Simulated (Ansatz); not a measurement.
Predict the output of the script below (the Ansatz DFT code, driven from Python).

`sc3al.py`:
```python
# -*- coding: utf-8 -*-
"""Spin moment of Sc3Al in a magnetic field."""

import ansatz
import numpy as np
from pymatgen.core import Lattice, Structure
from pymatgen.io.ase import AseAtomsAdaptor

FUNCTIONAL = "pbesol"
OCCUPATIONS = "cold"
WIDTH_EV = 0.05


def main():
    pmg_structure = Structure(
        Lattice([[4.431988, 0.0, 0.0], [0.0, 4.431988, 0.0], [0.0, 0.0, 4.431988]]),
        ["Sc", "Sc", "Sc", "Al"],
        [
            [0.5, 0.0, 0.5],
            [0.0, 0.5, 0.5],
            [0.5, 0.5, 0.0],
            [0.0, 0.0, 0.0],
        ],
    )
    structure = ansatz.Crystal.from_ase(AseAtomsAdaptor.get_atoms(pmg_structure))

    setup = (
        structure.calculation()
        .functional(FUNCTIONAL)
        .kpoints(6)  # sampling of the Brillouin zone
        .pseudopotentials("paw")
        .occupations(OCCUPATIONS, width=WIDTH_EV)  # fractional filling near the Fermi level
        .spin("collinear")  # two spin channels
    )
    # the field acts on the spins alone; such large fields lift the response over the noise
    rows = []
    for tesla in [0, 100, 200, 400]:
        r = (setup.magnetic_field(tesla) if tesla else setup).run(threads=1, pin="off").report
        rows.append((tesla, r["magnetization_mub"], r["free_energy_ev"], r["components"].get("e_zeeman", 0.0)))
    lines = [",".join(["B (T)", "moment muB", "F eV", "Zeeman term eV"])] + [",".join(f"{v:.4f}" if isinstance(v, float) else str(v) for v in row) for row in rows]
    print("\n".join(lines))
    with open("zeeman.csv", "w") as handle:
        handle.write("\n".join(lines) + "\n")
    slope = np.polyfit([row[0] for row in rows], [row[1] for row in rows], 1)[0]
    print(f"dM/dB = {1000 * slope:.4f} muB per 1000 T per cell")


if __name__ == "__main__":
    main()
```

```console
$ python sc3al.py
DeckWarning: basis.ecutwfc = 420 eV, auto-derived from the records' recommended cutoffs: set by Sc (normal level)
RunWarning: this spin-polarised run has no starting moment large enough to seed its density, so its SCF can try parallel moments of its own, which can die out, and starts no order whose moments [...]
B (T),moment muB,F eV,Zeeman term eV
0,0.0000,-6859.6776,0.0000
100,0.0337,-6859.6777,-0.0002
200,1.0924,-6859.6597,-0.0126
400,1.2528,-6859.6735,-0.0290
dM/dB = 3.5048 muB per 1000 T per cell
```
(Warnings from the package without file and line, shortened.)

Reading the output:
- Total energies depend on the potentials; only differences at equal settings carry meaning. A total without «per atom» is that of the cell as typed.
- The mesh is modest for a metal, so energies can be off by several to tens of meV an atom and pressures by half a GPa or more; differences at equal mesh fare better.
- The structure comes from a database of computed cells and needn't be a stable or known phase.
- Orbital magnetism is left out. The response of a metal hangs strongly on mesh and smearing, and a straight-line fit holds only where the moment is linear in the field.
- Hardware and time: 34 s on 1 thread of Arm Neoverse V2, on a shared host, peak memory 0.52 GiB.

(A comment or docstring line of the script was reworded after the run, the code is as it ran; lines on the test bed's own set-up are left out of the output.)
